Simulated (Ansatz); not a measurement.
KNi:

```
CELL_PARAMETERS angstrom
3.66048 3.66048 0.00000
-3.66048 3.66048 0.00000
0.00000 0.00000 3.47889
ATOMIC_POSITIONS crystal
K 0.00000 0.00000 0.00000
K 0.50000 0.50000 0.00000
Ni 0.50000 0.00000 0.50000
Ni 0.00000 0.50000 0.50000
```

The cell was built by a generator and needn't be a form met in nature.

The cell isn't the ideal one: another cell of the same crystal, with 4 atoms.

Alike in all runs: program Ansatz 0.2.0; functional PBEsol; potentials or basis Ansatz PAW; cutoff 420 eV (not typed: the program's choice for these potentials); k mesh 4 × 4 × 6; occupations fermi-dirac, width 0.05 eV; hubbard terms Ni d U = 5 eV.

Starts and where they ended:

```tsv
start	free energy over the lowest (meV/atom)	net moment (μB)	site or absolute moments (μB)	gap
collinear spin, antiferromagnetic start of up to 1 μB	0.0	0.00	K +0.00, -0.00; Ni +1.00, -1.00	none (metal or under the smearing width)
collinear spin, ferrimagnetic start of up to 1 μB	0.0	0.00	K -0.00; Ni +1.00, -1.00	none (metal or under the smearing width)
collinear spin, ferromagnetic start of up to 1 μB	5.9	2.04	K -0.00; Ni +1.01	none (metal or under the smearing width)
```

The spin-polarised runs without a constraint all converged, yet they end up to 6 meV/atom apart: a converged run can sit in a state that isn't the lowest. A still lower state may exist.

Caveats: the magnetic or orbital state may not be the lowest; the U is typed as a test and isn't derived for this compound.
